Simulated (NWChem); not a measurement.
**A workflow on the pair AlNH3Cl···SiO**

Wanted: a single-point energy (singlet AlSiNH3ClO, PBE0/pcseg-1), then the energy (singlet AlNH3Cl, PBE0/pcseg-1), then a single-point energy (singlet SiO, PBE0/pcseg-1), then a single-point energy (singlet AlNH3Cl, PBE0/pcseg-1), then the energy (singlet SiO, PBE0/pcseg-1) of AlClH3NOSi and its partners. 

The calculation is run with NWChem 7.3.0.

## Step 1: Starting point

AlSiNH3ClO has 8 atoms, charge 0, and is taken as a singlet. The two molecules were placed rigidly side by side, at 1.3 times their contact distance; the pair isn't optimised.

Bond lengths: N1–Al2 1.756 Å, Al2–Cl3 2.098 Å, O7–Si8 1.509 Å, N1–H4 1.007 Å, N1–H5 1.007 Å, Al2–H6 1.570 Å. Angles: N1–Al2–Cl3 117.5°, N1–Al2–H6 121.9°, Cl3–Al2–H6 120.6°, Al2–N1–H4 124.3°, Al2–N1–H5 125.0°, H4–N1–H5 110.7°.

## Step 2: The energy at PBE0/pcseg-1 (run 1)

alclh3nosi.nw reads:

```
start alclh3nosi
title "AlClH3NOSi energy"
memory total 2200 mb
geometry noautosym nocenter noautoz
 N     -0.638120     0.261580    -0.711080
 Al     0.470580    -0.063120     0.611320
 Cl     1.406480    -1.940820     0.653320
 H     -1.141320     1.125680    -0.831080
 H     -0.859620    -0.384420    -1.451180
 H      0.761980     1.001080     1.728720
 O     -4.626830     1.031130     0.638490
 Si    -4.480250     2.003450     1.782770
end
basis spherical bse
 N library pcseg-1
 Al library pcseg-1
 Cl library pcseg-1
 H library pcseg-1
 O library pcseg-1
 Si library pcseg-1
end
dft
 xc pbe0
 grid fine
 convergence energy 1e-08
 iterations 100
 mulliken
 print low
end
task dft
```

Started as:

```bash
$ nwchem alclh3nosi.nw > alclh3nosi.out
```

The log of the run:

```text
[...]
 d= 0,ls=0.0,diis     1  -1123.1968982086 -1.37D+03  2.83D-02  1.56D+00     2.2
[...]
 d= 0,ls=0.0,diis    11  -1123.3990711297 -1.18D-09  1.80D-07  3.67D-10    19.3
         Total DFT energy =    -1123.399071129742
      One electron energy =    -2051.387419685978
           Coulomb energy =      762.512697292713
    Exchange-Corr. energy =      -83.913048017292
 Nuclear repulsion energy =      249.388699280816
[...]
      Total Density - Mulliken Population Analysis
     ---------------------------------------------
    Atom       Charge   Shell Charges
 -----------   ------   -------------------------------------------------------
    1 N    7     7.65   1.99  0.80  0.66  2.50  1.68  0.01
    2 Al  13    12.24   2.00  1.99  0.76  0.05  5.98  1.21  0.06  0.18
    3 Cl  17    17.36   2.00  1.99  1.24  0.72  5.99  3.87  1.55  0.01
    4 H    1     0.80   0.71  0.05  0.04
    5 H    1     0.79   0.71  0.04  0.04
    6 H    1     1.15   0.74  0.41  0.00
    7 O    8     8.49   2.00  0.93  0.92  2.84  1.78  0.01
    8 Si  14    13.51   2.00  2.00  1.19  0.65  5.98  1.36  0.17  0.16
[...]
```

It took 20 s on 1 thread of Intel Xeon Platinum 8488C (Sapphire Rapids), shared host; peak memory 0.11 GiB.

## Step 3: AlNH3Cl: a single-point energy at PBE0/pcseg-1 (run 2)

job.nw reads:

```
start job
memory stack 880 mb heap 220 mb global 1100 mb

geometry noautosym nocenter noautoz
  N    -0.638120    0.261580   -0.711080
  Al    0.470580   -0.063120    0.611320
  Cl    1.406480   -1.940820    0.653320
  H    -1.141320    1.125680   -0.831080
  H    -0.859620   -0.384420   -1.451180
  H     0.761980    1.001080    1.728720
end

basis spherical bse
  * library pcseg-1
end

dft
  xc pbe0
  grid fine
  convergence energy 1e-08
  maxiter 100
  mulliken
  noprint "final vectors analysis"
end

task dft energy
```

Started as:

```bash
$ nwchem job.nw > job.out
```

The log of the run:

```text
[...]
          Wavefunction type:  closed shell.
          No. of atoms     :     6
          No. of electrons :    40
[...]
          Charge           :     0
          Spin multiplicity:     1
[...]
          AO basis - number of functions:    65
[...]
              XC Information
              --------------
                         PBE0 Method XC Functional
                     Hartree-Fock (Exact) Exchange  0.250
          PerdewBurkeErnzerhof Exchange Functional  0.750
            Perdew 1991 LDA Correlation Functional  1.000 local
           PerdewBurkeErnz. Correlation Functional  1.000 non-local
[...]
 d= 0,ls=0.0,diis     1   -758.8629072203 -8.88D+02  1.43D-02  4.35D-01     1.2
[...]
 d= 0,ls=0.0,diis     8   -758.9152632235 -1.06D-09  2.13D-06  3.56D-08     6.8
         Total DFT energy =     -758.915263223549
      One electron energy =    -1306.098120333417
           Coulomb energy =      472.894282369337
    Exchange-Corr. energy =      -54.673347416059
 Nuclear repulsion energy =      128.961922156590
[...]
      Total Density - Mulliken Population Analysis
     ---------------------------------------------
    Atom       Charge   Shell Charges
 -----------   ------   -------------------------------------------------------
    1 N    7     7.65   1.99  0.80  0.66  2.50  1.68  0.01
    2 Al  13    12.24   2.00  1.99  0.76  0.05  5.98  1.21  0.06  0.18
    3 Cl  17    17.36   2.00  1.99  1.24  0.72  5.99  3.87  1.55  0.01
    4 H    1     0.80   0.71  0.05  0.04
    5 H    1     0.80   0.71  0.05  0.04
    6 H    1     1.15   0.74  0.40  0.00
[...]
```

Run time: 7.5 s. Hardware: 1 thread of Intel Xeon Platinum 8488C (Sapphire Rapids), shared host; peak memory 0.11 GiB.

## Step 4: SiO: the energy at PBE0/pcseg-1 (run 3)

mol.nw reads:

```
start mol
title "OSi energy"
memory total 2200 mb
charge 0
geometry noautosym nocenter noautoz
O       -4.626830       1.031130       0.638490
Si      -4.480250       2.003450       1.782770
end
basis "ao basis" spherical bse
* library pcseg-1
end
dft
xc pbe0
grid fine
convergence energy 1e-08
maxiter 100
mulliken
print low
end
task dft energy
```

Started as:

```bash
$ nwchem mol.nw > mol.out
```

The log of the run:

```text
[...]
 d= 0,ls=0.0,diis     1   -364.3341299128 -4.04D+02  8.03D-02  1.12D+00     0.3
[...]
 d= 0,ls=0.0,diis     8   -364.4831722120  5.68D-09  4.05D-06  6.78D-08     1.5
         Total DFT energy =     -364.483172211955
      One electron energy =     -583.019430650454
           Coulomb energy =      208.494177367477
    Exchange-Corr. energy =      -29.241170967190
 Nuclear repulsion energy =       39.283252038211
[...]
      Total Density - Mulliken Population Analysis
     ---------------------------------------------
    Atom       Charge   Shell Charges
 -----------   ------   -------------------------------------------------------
    1 O    8     8.48   2.00  0.93  0.92  2.84  1.78  0.01
    2 Si  14    13.52   2.00  2.00  1.19  0.65  5.98  1.36  0.17  0.16
[...]
```

Run time: 2.2 s. Hardware: 1 thread of Intel Xeon Platinum 8488C (Sapphire Rapids), shared host; peak memory 0.1 GiB.

## Step 5: AlNH3Cl among ghost functions: the energy at PBE0/pcseg-1 (with ghost functions) (run 4)

sp.nw reads:

```
start sp
title "AlClH3N energy"
memory total 2200 mb

geometry units bohr noautosym nocenter noautoz
N   -1.20587203   0.49431456  -1.34374645
Al   0.88926732  -0.11927951   1.15522737
Cl   2.65786200  -3.66761826   1.23459587
H   -2.15678222   2.12722690  -1.57051359
H   -1.62444637  -0.72644852  -2.74233276
H    1.43993351   1.89176703   3.26680735
bqO     -8.743442     1.948553     1.206571
bqSi    -8.466445     3.785972     3.368947
end

basis "ao basis" spherical bse
N library pcseg-1
Al library pcseg-1
Cl library pcseg-1
H library pcseg-1
bqO library O pcseg-1
bqSi library Si pcseg-1
end

dft
xc pbe0
grid fine
convergence energy 1e-08
maxiter 100
mulliken
print low
end

task dft energy
```

Started as:

```bash
$ nwchem sp.nw > sp.out
```

The log of the run:

```text
[...]
 d= 0,ls=0.0,diis     1   -758.8631381037 -8.88D+02  9.60D-03  4.35D-01     2.2
[...]
 d= 0,ls=0.0,diis     8   -758.9154743479 -1.06D-09  1.43D-06  3.59D-08    13.3
         Total DFT energy =     -758.915474347880
      One electron energy =    -1306.094622908927
           Coulomb energy =      472.890331616446
    Exchange-Corr. energy =      -54.673095918050
 Nuclear repulsion energy =      128.961912862650
[...]
      Total Density - Mulliken Population Analysis
     ---------------------------------------------
    Atom       Charge   Shell Charges
 -----------   ------   -------------------------------------------------------
    1 N    7     7.66   1.99  0.80  0.66  2.50  1.68  0.01
    2 Al  13    12.23   2.00  1.99  0.76  0.05  5.98  1.21  0.06  0.18
    3 Cl  17    17.36   2.00  1.99  1.24  0.72  5.99  3.87  1.55  0.01
    4 H    1     0.80   0.71  0.05  0.04
    5 H    1     0.80   0.71  0.05  0.04
    6 H    1     1.15   0.74  0.40  0.00
    7 X    0    -0.00   0.00  0.00 -0.00 -0.00  0.00 -0.00
    8 X    0     0.00   0.00  0.00 -0.00  0.00 -0.00 -0.00  0.00 -0.00
[...]
```

Wall time 14 s (1 thread of Intel Xeon Platinum 8488C (Sapphire Rapids), shared host); peak memory 0.11 GiB.

## Step 6: SiO among ghost functions: the energy at PBE0/pcseg-1 (with ghost functions) (run 5)

osi.nw reads:

```
start osi
title "OSi PBE0"
memory stack 880 mb heap 220 mb global 1100 mb
charge 0

geometry units angstrom noautosym nocenter noautoz
O    -4.626830    1.031130    0.638490
Si   -4.480250    2.003450    1.782770
bqN     -0.638120     0.261580    -0.711080
bqAl     0.470580    -0.063120     0.611320
bqCl     1.406480    -1.940820     0.653320
bqH     -1.141320     1.125680    -0.831080
bqH     -0.859620    -0.384420    -1.451180
bqH      0.761980     1.001080     1.728720
end

basis spherical bse
O library pcseg-1
Si library pcseg-1
bqN library N pcseg-1
bqAl library Al pcseg-1
bqCl library Cl pcseg-1
bqH library H pcseg-1
end

dft
xc pbe0
grid fine
convergence energy 1e-08
iterations 100
mulliken
print low
end

task dft
```

Started as:

```bash
$ nwchem osi.nw > osi.out
```

The log of the run:

```text
[...]
 d= 0,ls=0.0,diis     1   -364.3344064120 -4.04D+02  2.65D-02  1.12D+00     1.8
[...]
 d= 0,ls=0.0,diis     8   -364.4833547072  5.48D-09  1.32D-06  6.57D-08    11.5
         Total DFT energy =     -364.483354707159
      One electron energy =     -583.017249486615
           Coulomb energy =      208.491524576749
    Exchange-Corr. energy =      -29.240881835504
 Nuclear repulsion energy =       39.283252038211
[...]
      Total Density - Mulliken Population Analysis
     ---------------------------------------------
    Atom       Charge   Shell Charges
 -----------   ------   -------------------------------------------------------
    1 O    8     8.49   2.00  0.93  0.92  2.84  1.78  0.01
    2 Si  14    13.51   2.00  2.00  1.19  0.65  5.98  1.36  0.17  0.16
    3 X    0    -0.00   0.00  0.00 -0.00 -0.00 -0.00 -0.00
    4 X    0     0.00   0.00 -0.00 -0.00  0.00 -0.00 -0.00  0.00 -0.00
    5 X    0    -0.00  -0.00 -0.00  0.00 -0.00 -0.00 -0.00 -0.00 -0.00
    6 X    0     0.00  -0.00  0.00 -0.00
    7 X    0    -0.00  -0.00 -0.00 -0.00
    8 X    0     0.00  -0.00  0.00 -0.00
[...]
```

Run time: 12 s. Hardware: 1 thread of Intel Xeon Platinum 8488C (Sapphire Rapids), shared host; peak memory 0.11 GiB.

## Step 7: Summary of results

```
                                                                                                                  quantity           value
                                                                                         run 1, PBE0/pcseg-1: total energy  -1123.39907 Eh
                                                                                                     AlNH3Cl: total energy   -758.91526 Eh
                                                                                                    AlNH3Cl: dipole moment          2.56 D
                                                                                                         SiO: total energy   -364.48317 Eh
                                                                               AlNH3Cl among ghost functions: total energy   -758.91547 Eh
                                                                                   SiO among ghost functions: total energy   -364.48335 Eh
              interaction energy of the rigid parts AlNH3Cl and SiO (parts in their own basis; closest atoms 3.78 Å apart)       -0.017 eV
interaction energy of the rigid parts AlNH3Cl and SiO (parts in the whole basis, counterpoise; closest atoms 3.78 Å apart)       -0.007 eV
```

The interaction energy of the rigid parts AlNH3Cl and SiO (parts in their own basis; closest atoms 3.78 Å apart) is −0.02 eV (−1.7 kJ/mol). Without counterpoise this holds the superposition error of the basis. The interaction energy of the rigid parts AlNH3Cl and SiO (parts in the whole basis, counterpoise; closest atoms 3.78 Å apart) is −0.01 eV (−0.6 kJ/mol). The basis-set superposition error is 1.0 kJ/mol. Mulliken charges (run 1, PBE0/pcseg-1) run from -0.65 on N1 to +0.76 on Al2. Mulliken charges (AlNH3Cl) run from -0.65 on N1 to +0.76 on Al2; they depend strongly on the basis.
